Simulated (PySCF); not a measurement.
# CH10GeO2Si2: the cost of one run

Computed with PySCF 2.14.0, with density-fitted response routines of our own, on a single molecule, in the gas phase or a continuum. Atoms are numbered from 0 throughout.

## Step 1: The starting structure

16 atoms, charge 0, multiplicity 1; geometry from: GFN2-xTB. The atoms were then displaced at random by about 0.01 Å, so the start is not that level's minimum.

Bonds of the start (Å): C0–Si1 1.87, Si1–O2 1.62, O2–Ge3 1.76, Ge3–O4 1.70, O4–Si5 1.62, C0–H6 1.10, C0–H7 1.08, C0–H8 1.10, Si1–H9 1.46, Si1–H10 1.47, Ge3–H11 1.49, Ge3–H12 1.53, Si5–H13 1.45, Si5–H14 1.46, Si5–H15 1.45.

## Step 2: Relaxing the molecule at PBE0-D3(BJ)/def2-SVP

Job settings and geometry (Å):

```
{"job": {"xc": "PBE0", "basis": "def2-SVP", "d3": "d3bj", "grid": 1, "shake": 0.01, "kind": "geom"}, "charge": 0, "multiplicity": 1}
C     -2.207170     0.592210     0.124610
Si    -1.407620    -1.072470    -0.168000
O     -0.317390    -1.368670     0.994960
Ge     0.983970    -0.617330     1.920260
O      1.870800     0.398770     0.879500
Si     2.204000     0.869570    -0.637230
H     -2.967250     0.829650    -0.635250
H     -2.702730     0.659550     1.086050
H     -1.492870     1.424560     0.117200
H     -0.719550    -1.102110    -1.453370
H     -2.334630    -2.191530     0.026460
H      1.835270    -1.737150     2.402160
H      0.327320     0.293170     2.956950
H      3.353650     1.731310    -0.435410
H      1.051450     1.580590    -1.177840
H      2.503700    -0.292500    -1.455350
```

Run with:

```bash
$ OMP_NUM_THREADS=1 python probes_run.py task.json out
```

The driver reads the jobs from task.json and runs them one after another.

Q: Estimate the wall time and peak memory of this first job on 1 thread of Intel Xeon at 2.50GHz, shared host.

About 11 min, with a peak of 0.71 GiB.
